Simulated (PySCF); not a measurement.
**C2H6GeO2 (SMILES CC(=O)[O][GeH3]): levels of theory compared**

We compute a comparison of 6 runs (HF/STO-3G, HF/3-21G, B2PLYP/6-31G*, B3LYP/6-31G*, wB97M-V/6-31G*, SCS-MP2/6-31G*) of C2H6GeO2. The job is set up through a Python script.

The calculation is run with PySCF 2.14.0.

1 further run of the same task is left out (set aside as unsound or not needed).

### 1 The molecule

C2H6GeO2: 11 atoms, total charge 0, spin state singlet. SMILES: `CC(=O)[O][GeH3]`. The coordinates come from a PBE0-D4/def2-TZVP relaxation. This is one conformer, not always the lowest.

Bond lengths: C1–C2 1.497 Å, C2–O3 1.209 Å, C2–O4 1.328 Å, O4–Ge5 1.834 Å, C1–H6 1.087 Å, C1–H7 1.092 Å, C1–H8 1.092 Å, Ge5–H9 1.529 Å, Ge5–H10 1.534 Å, Ge5–H11 1.529 Å. Some angles: C1–C2–O3 124.8°, C1–C2–O4 113.2°, O3–C2–O4 122.1°, C2–O4–Ge5 112.9°, C2–C1–H6 110.0°, C2–C1–H7 109.6°, C2–C1–H8 109.6°, O4–Ge5–H9 109.1°, O4–Ge5–H10 100.1°, O4–Ge5–H11 109.1°.

### 2 The energy at HF/STO-3G (run 1)

Contents of input.py:

```python
# CC(=O)[O][GeH3]
from pyscf import gto

mol = gto.M(
    atom='''
C     -0.171020    -2.988413     2.303387
C     -0.548965    -1.072986     0.255869
O     -2.114981    -1.228322    -1.400476
O      1.028956     0.872109     0.418952
Ge     0.548399     3.209133    -2.094006
H     -1.495718    -4.540256     2.066793
H      1.767839    -3.690446     2.247073
H     -0.442952    -2.095706     4.143036
H     -2.110068     4.315757    -1.860813
H      2.590626     5.141189    -1.390083
H      1.070908     1.970417    -4.650994
''',
    max_memory=1860,
    unit='bohr',
    basis='sto-3g',
    verbose=3,
    spin=0,
)

calc0 = mol.RHF()
calc0.conv_tol = 1e-10
calc0.kernel()
if not calc0.converged:
    calc0 = calc0.newton().run(calc0.mo_coeff, calc0.mo_occ)

e_tot = calc0.e_tot
print('Final energy', e_tot)
```

The run is started by

```sh
$ OMP_NUM_THREADS=1 python input.py
```

What it wrote:

```text
converged SCF energy = -2277.76684088108
Final energy -2277.7668408810755
```

It took 1.1 s on 1 thread of Arm Neoverse V1, shared host; peak memory 0.12 GiB.

### 3 The energy at HF/3-21G (run 2)

Contents of job.py:

```python
from pyscf import gto

mol = gto.M(
    atom='''
C       -0.090500      -1.581400       1.218900
C       -0.290500      -0.567800       0.135400
O       -1.119200      -0.650000      -0.741100
O        0.544500       0.461500       0.221700
Ge       0.290200       1.698200      -1.108100
H       -0.791500      -2.402600       1.093700
H        0.935500      -1.952900       1.189100
H       -0.234400      -1.109000       2.192400
H       -1.116600       2.283800      -0.984700
H        1.370900       2.720600      -0.735600
H        0.566700       1.042700      -2.461200
''',
    basis='3-21g',
    max_memory=1860,
    verbose=3,
    charge=0,
)

mf = mol.RHF()
mf.conv_tol = 1e-10
mf.kernel()
if not mf.converged:
    mf = mf.newton().run(mf.mo_coeff, mf.mo_occ)

e_final = mf.e_tot
print('Final energy', e_final)
```

The run is started by

```sh
$ OMP_NUM_THREADS=1 python job.py
```

What it wrote:

```text
converged SCF energy = -2293.0599417511
Final energy -2293.0599417511003
```

It took 1.2 s on 1 thread of Arm Neoverse V1, shared host; peak memory 0.14 GiB.

Runs 3 to 5 aren't shown in full; the table further down has their settings and results.

### 4 The energy at SCS-MP2/6-31G(d) (spherical functions) (run 6)

job.py, as its differences from that of step 3:

```diff
@@ -1,2 +1,3 @@
-from pyscf import gto
+# CC(=O)[O][GeH3]
+from pyscf import gto, scf, mp
 
@@ -16,15 +17,17 @@
 ''',
-    basis='3-21g',
     max_memory=1860,
+    basis='6-31g*',
+    charge=0,
     verbose=3,
-    charge=0,
+    spin=0,
 )
 
-mf = mol.RHF()
-mf.conv_tol = 1e-10
-mf.kernel()
-if not mf.converged:
-    mf = mf.newton().run(mf.mo_coeff, mf.mo_occ)
+calc0 = scf.RHF(mol)
+calc0.conv_tol = 1e-10
+calc0.kernel()
+if not calc0.converged:
+    calc0 = calc0.newton().run(calc0.mo_coeff, calc0.mo_occ)
 
-e_final = mf.e_tot
-print('Final energy', e_final)
+pt = mp.MP2(calc0, frozen=13).run()
+energy = calc0.e_tot + 1.2 * pt.e_corr_os + pt.e_corr_ss / 3
+print('E(%s) = %.9f' % ('SCS-MP2', energy))
```

The run is started by

```sh
$ OMP_NUM_THREADS=1 python job.py
```

What it wrote:

```text
converged SCF energy = -2304.06054422
E(RMP2) = -2304.90884030296  E_corr = -0.84829608295319
E(SCS-RMP2) = -2304.8730711356  E_corr = -0.812526915597424
E(SCS-MP2) = -2304.873071136
```

It took 4.2 s on 1 thread of Arm Neoverse V1, shared host; peak memory 0.28 GiB.

### 5 The series

```csv
run,level,frozen core orbitals,integration grid,energy (Eh),dipole moment (D) of the reference,HOMO energy (eV),LUMO energy (eV),wall time
1,HF/STO-3G,–,–,-2277.766841,1.15,-8.68,8.91,1.1 s
2,HF/3-21G,–,–,-2293.059942,1.41,-11.94,3.75,1.2 s
3,B2PLYP/6-31G* (spherical functions),13,5,-2306.405807,1.46,-9.32,1.34,35 s
4,B3LYP/6-31G* (spherical functions),–,5,-2307.055075,1.38,-7.39,0.03,36 s
5,wB97M-V/6-31G* (spherical functions),–,5,-2306.808214,1.39,-10.11,1.95,3.3 min
6,SCS-MP2/6-31G* (spherical functions),13,–,-2304.873071,1.58,-12.06,3.16,4.2 s
```

### 6 What came out

```
                                           quantity           value
                                run 6: total energy  -2304.87307 Eh
        run 6: dipole moment (Hartree–Fock density)          1.58 D
         run 6: HOMO energy (Hartree–Fock orbitals)       -12.06 eV
         run 6: LUMO energy (Hartree–Fock orbitals)         3.16 eV
       run 6: HOMO–LUMO gap (Hartree–Fock orbitals)        15.21 eV
run 6: correlation energy (13 core orbitals frozen)      -812.5 mEh
```

What this shows: Over runs 1, 2, 3, 4, 5 the dipole moment (its size) runs from 1.15 D (HF/STO-3G) to 1.46 D (B2PLYP/6-31G*). The two ends differ in method and basis. A double hybrid's value is that of its SCF part. Over runs 1, 2, 3, 4, 5 the HOMO–LUMO gap runs from 7.42 eV (B3LYP/6-31G*) to 17.60 eV (HF/STO-3G). Totals of different functionals can't be ranked against each other. In run 1 the basis is minimal, so the values are rough. All runs together took 4.6 min, the longest 3.3 min.
